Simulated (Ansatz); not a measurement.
Runs of Ansatz 0.2.0 on SrB3Pt. It takes space group Pm-3m (No. 221, cubic). The conventional cell has a = 4.541 Å, b = 4.541 Å, c = 4.541 Å, α = 90.00°, β = 90.00°, γ = 90.00°. Sr (site symmetry m-3m) has 6 B at 2.27 Å as nearest neighbours. B (site symmetry 4/mmm) is surrounded by 2 Sr at 2.27 Å. Pt (site symmetry m-3m) has 12 B at 3.21 Å as nearest neighbours. The cell was built by a generator and needn't be a form met in nature.

```csv
level,U,cell,target pressure (GPa),hubbard projectors,double counting,gap on the mesh (eV),pressure (GPa),relaxed volume (Å³/atom)
PBEsol,-,relaxed to 5 GPa,5,-,-,none,5.0,-
PBE+U,Pt d U = 6 eV,relaxed,-,ortho-atomic (the default),fll (the default),none,0.0,(a)
PBEsol,-,relaxed to 2 GPa,2,-,-,none,2.0,-
PBEsol,-,relaxed,-,-,-,none,0.0,16.06
PBE+U,Pt d U = 5 eV,relaxed,-,ortho-atomic (the default),fll (the default),none,0.0,22.44
PBE+U,Pt d U = 8 eV,relaxed,-,ortho-atomic (the default),fll (the default),none,0.0,23.92
```

Alike in all rows: task relaxation of cell and atoms; potentials or basis Ansatz PAW; no spin polarisation; k mesh 5 × 5 × 5; cutoff (eV) 420; smearing fermi-dirac 0.05 eV.

Problem. Fill in the values left out.

Solution. (a) 22.94.

Caveats: the plane-wave basis is chosen anew once the cell has moved, so the energies of steps on either side of that aren't comparable; the volume moved by over 15 % at a fixed basis, so the end points are rough (some runs); the PAW data sets come from PBE, with cores solved anew for the run's functional, which leaves a small shift of forces and pressure (some runs); U without spin polarisation on a metal has little footing (some runs); the U is typed as a test and isn't derived for this compound (some runs).

A k mesh can miss the band edges, and the runs leave out spin-orbit coupling on Pt, Sr.

A gap of «none» marks a metal or a gap under the smearing width.
